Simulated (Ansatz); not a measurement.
# AsH3 (singlet): from Hartree-Fock to the top rungs at distance As1–H4 = 1.236 Å, 6-31G

An exercise on one series of results from a longer session: the logs are not shown, and one member is left open.

Program: Ansatz 0.2.0, Gaussian basis. Level of theory: 6-31G, core rule «outside noble gas», up to 14 orbitals frozen. These are calculated values, not measurements.

The runs, in order: UHF; CCSD(T) on RHF; BCCD(T) on RHF; CISD; CCSDT(Q) on RHF; CCSDTQ on RHF; CASSCF and MRCISD+Q, 2 electrons in 2 orbitals; CASSCF and NEVPT2, 2 electrons in 2 orbitals; CASSCF and MRCISD+Q, 8 electrons in 7 orbitals; CASSCF and NEVPT2, 8 electrons in 7 orbitals; Full CI.

20 further runs of the same task are left out: 15 that didn't finish, 5 set aside as unsound or not needed.

## What is computed

The geometry derives from a PBE0/def2-TZVP stationary point (not a proven minimum). One bond is set to the value named and the two fragments are kept rigid. No spin-orbit coupling is included. The filled d shell of As may be among the frozen orbitals whatever the setting's name suggests; the logs give the count.

4 atoms, charge 0, spin multiplicity 1.

Atoms are counted from 1 here; the program's logs count them from 0.

Bond lengths: As1–H2 1.522 Å, As1–H3 1.522 Å, As1–H4 1.236 Å. Angles: H2–As1–H3 92.0°, H2–As1–H4 92.0°, H3–As1–H4 92.0°.

Set-up of the first run:

in.yaml reads:

```yaml
crystal:
  periodic: [false, false, false]
  atoms:
    - {symbol: As, position_ang: [-0.001334, -0.002658, -0.030828]}
    - {symbol: H, position_ang: [1.257778, 0.011317, 0.823555]}
    - {symbol: H, position_ang: [-0.650373, 1.084144, 0.813649]}
    - {symbol: H, position_ang: [-0.508215, -0.897879, 0.654262]}
basis:
  gaussian: {orbitals: 6-31G}
magnetization: {spin_polarized: true, initial_magnetization: 0}
hamiltonian: {xc: hf}
output: {orbitals: {seedname: orbitals}}
```

Run with:

```console
$ ansatz run in.yaml --threads 1 --pin off --events-out ev --progress --plain --max-ram 2393MiB
```

Steps of the session up to this table: UHF; CCSD(T) on RHF; BCCD(T) on RHF; CISD; CCSDT(Q) on RHF; CCSDTQ on RHF; CASSCF and MRCISD+Q, 2 electrons in 2 orbitals; CASSCF and NEVPT2, 2 electrons in 2 orbitals; CASSCF and MRCISD+Q, 8 electrons in 7 orbitals; CASSCF and NEVPT2, 8 electrons in 7 orbitals; Full CI.

One table of the session follows, with a row left open; its other results are not shown here.

It belongs to the step «Misses and costs». 

| method | from FCI (kcal/mol) |
| --- | --- |
| RHF | +51.68 |
| RMP2 | +13.49 |
| RCCSD | +0.65 |
| RCCSD(T) | +0.15 |
| BCCD(T) | +0.15 |
| RCCSDT | +0.02 |
| RCCSDT(Q) | 0.00 |
| RCCSDTQ | 0.00 |
| CASSCF pair | +40.83 |
| NEVPT2 pair | +10.72 |
| MRCISD pair | +1.47 |
| MRCISD+Q pair | ? |
| CASSCF valence | +18.92 |
| NEVPT2 valence | +4.77 |
| MRCISD valence | +0.54 |
| MRCISD+Q valence | +0.25 |
| FCI | 0 |

Q: Estimate the row for MRCISD+Q pair from the others.

**Answer.** from FCI (kcal/mol): -0.18. In the column «from FCI (kcal/mol)» it is the lowest.

Not comparable, so not listed: CISD (they don't share determinant, frozen orbitals or solution with the rows shown, or repeat one).

To keep in mind: MRCISD+Q pair falls below full CI: the +Q correction isn't variational, and the cores differ from full CI's.
